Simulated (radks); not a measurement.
**Mo⁴⁺ in [Kr] 4d2: an all-electron calculation**

An exercise on one series of results from a longer session: the logs are not shown, and one member is left open.

Program: radks (a radial shooting solver on a logarithmic mesh, Libxc functionals) version 1. Level of theory: scalar-relativistic Kohn-Sham, AM05, spin-unpolarised, spherical densities, point nucleus. These are calculated values, not measurements, unless marked.

### The atom as given

```
element       : molybdenum (Z = 42)
charge        : +4
electrons     : 38
configuration : [Kr] 4d2
```

Outer shells as boxes (Hund's rule):

Mo⁴⁺
```
[Kr] core
4d [↑ ][↑ ][  ][  ][  ]
```

The first run:

The run's settings:

```text
Z 42
configuration [Kr] 4d2 5s0 5p0 4f0 5d0
relativity scalar-relativistic
functional am05,am05
spin unpolarised
nucleus point
c 137.035999084
```

One table of the session follows, with a row left open; its other results are not shown here.

It belongs to the step «Radial structure». Sizes of the orbitals, from the radial functions (bohr):

```
level      <r>  outermost maximum (interpolated)  90 % within  nodes
   1s  0.03520                            0.0229       0.0631      0
   2s   0.1539                             0.130        0.238      1
   2p   0.1340                             0.104        0.218      0
   3s   0.4293                             0.384        0.634      2
   3p   0.4308                             0.377        0.651      1
   3d   0.4150                             0.322        0.664      0
   4s    1.087                             0.983         1.58      3
   4p    1.193                              1.06         1.75      2
   4d        ?                                 ?            ?      ?
   5s    2.514                              2.34         3.57      4
   5p    2.857                              2.66         4.07      3
   4f    2.997                              2.55         4.64      0
```

Q: Estimate the row for 4d from the others.

The run gave: <r>: 1.513; outermost maximum (interpolated): 1.27; 90 % within: 2.30; nodes: 1. In the column «<r>» it lies between 4p (1.193) and 5s (2.514).

Caveats from the session: Spin polarisation and multiplet splitting are left out.
